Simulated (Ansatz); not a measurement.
What does this script print? It uses Ansatz 0.2.0, Python API.

Script `deck.py`:
```python
"""EuSn3 from an input typed as a mapping."""

import ansatz as az
import numpy as np

settings = {
    "crystal": {
        "lattice": [[4.764414, 0.0, 0.0], [0.0, 4.764414, 0.0], [0.0, 0.0, 4.764414]],
        "atoms": [
            {"symbol": "Eu", "position": [0.0, 0.0, 0.0], "spin": 9.1},
            {"symbol": "Sn", "position": [0.0, 0.5, 0.5]},
            {"symbol": "Sn", "position": [0.5, 0.5, 0.0]},
            {"symbol": "Sn", "position": [0.5, 0.0, 0.5]},
        ],
    },
    "magnetization": {"spin_polarized": True},
    "kpoints": {"mp_grid": {"grid": [5, 5, 5]}},
    "hamiltonian": {"xc": "r2scan"},
    "scf": {"occupations": {"method": "cold", "width": 0.15}},
    "basis": {"ecutwfc": "550 eV"},
    "output": {"stress": True, "eigenvalues": True},
}

result = az.Session.from_dict(settings).plan().execute()
r = result.report

n_atoms = len(r["lattice"]["sites"])
print("F =", round(r["free_energy_ev"], 4), "eV for", n_atoms, "atoms")
print("E(sigma -> 0) =", round(r["energy_sigma0_ev"], 4), "eV, TS =", round(r["entropy_ts_ev"], 5), "eV")
print("closed by", r["closed_by"], "after", r["n_iterations"], "iterations")

# pressure is a third of the trace
print("pressure by term (GPa)")
for term, tensor in r["stress_terms_gpa"].items():
    if np.any(tensor):
        print(f"  {term:28s} {np.trace(np.array(tensor)) / 3:12.3f}")
print(f"  {'total':28s} {np.trace(np.array(r['stress_gpa'])) / 3:12.3f}")

print("band  energy (eV)  occupation (first spin channel), at k =", r["kpoints_frac"][0])
for band, (e, occ) in enumerate(zip(r["eigenvalues_ev"][0], r["occupations"][0]), start=1):
    print(f"{band:4d} {e:12.4f} {occ:9.4f}")

gap = None if "band_edges_ev" not in r else r["band_edges_ev"][1] - r["band_edges_ev"][0]
print("gap on the k mesh:", "withheld (metal, or smearing too wide to tell)" if gap is None else f"{gap:.3f} eV")
print("lowest empty less highest filled band, by band count:", round(r["gap_by_band_count_ev"], 3), "eV")

print("site moments (muB):", [round(m, 2) for m in r["site_moments_mub"]])
print("electrons up, down:", [round(n, 3) for n in r["spin_occupation_sums"]])
```

Output of `python deck.py`:
```text
DeckWarning: where an SCF of this run starts from atoms to list the orders of its open shells, Eu (site 0, from 0) starts with 6.32 μB on its 4f shell and 0.68 μB on its 5d shell, in the place of the [...]
F = -26897.8598 eV for 4 atoms
E(sigma -> 0) = -26897.8608 eV, TS = -0.00298 eV
closed by deck_thresholds after 19 iterations
pressure by term (GPa)
  kinetic                           903.466
  hartree                          1114.753
  ewald                           -2988.799
  local_pseudopotential            2062.279
  nonlocal_pseudopotential         -338.860
  augmentation                     -488.655
  nlcc                            -1433.624
  xc                               1169.141
  augmentation_tail                   0.000
  scf_correction                      0.000
  pulay_correction                    0.009
  total                              -0.289
band  energy (eV)  occupation (first spin channel), at k = [0.0, 0.0, 0.0]
   1     -30.9027    1.0000
   2     -10.3281    1.0000
   3     -10.3281    1.0000
   4     -10.3281    1.0000
   5     -10.3229    1.0000
   6     -10.2159    1.0000
   7     -10.2159    1.0000
   8     -10.1793    1.0000
   9     -10.1793    1.0000
  10     -10.1793    1.0000
  11     -10.1708    1.0000
  12     -10.1708    1.0000
  13     -10.0755    1.0000
  14     -10.0755    1.0000
  15     -10.0755    1.0000
  16     -10.0670    1.0000
  17      -9.0845    1.0000
  18      -9.0845    1.0000
  19      -9.0845    1.0000
  20       0.9728    1.0000
  21       6.6093    1.0000
  22       6.6093    1.0000
  23       8.9428    1.0000
  24       8.9428    1.0000
  25       8.9428    1.0000
  26      11.2039    1.0000
  27      11.2145    1.0000
  28      11.2145    1.0000
  29      11.2145    1.0000
  30      11.3492    1.0000
  31      11.3492    1.0000
  32      11.3492    1.0000
  33      14.0901    0.0000
  34      14.1120    0.0000
  35      14.1120    0.0000
  36      14.1120    0.0000
  37      14.1182    0.0000
  38      14.1182    0.0000
  39      14.1182    0.0000
  40      14.7266    0.0000
  41      14.7266    0.0000
gap on the k mesh: withheld (metal, or smearing too wide to tell)
lowest empty less highest filled band, by band count: -2.496 eV
site moments (muB): [6.81, 0.02, 0.02, 0.02]
electrons up, down: [33.025, 25.975]
```
(Warnings from the package without file and line, shortened, repeats left out.)

Reading the output:
- The settings weren't tested for convergence.
- Open f shells: without a Hubbard U, without spin-orbit coupling; the state reached hangs on the start and needn't be the lowest.
- Under cold or Methfessel-Paxton smearing the entropy term is a generalised one and can be negative.
- The computed bands are complete only to about 2.8 eV above the Fermi level.
- The mesh is modest for a metal, so energies can be off by several to tens of meV an atom and pressures by half a GPa or more; differences at equal mesh fare better.
- A gap by band count of zero or less means overlapping bands, a metal.
- Pressure is positive in compression.
- r2SCAN tends to overestimate the moments of itinerant magnets.
- This cell is a computed structure, which may not be the phase found in nature.
- Levels are Kohn-Sham eigenvalues on this mesh, without spin-orbit coupling.
- Run time: 31 s on 1 thread of Arm Neoverse V2, on a shared host, peak memory 0.83 GiB.
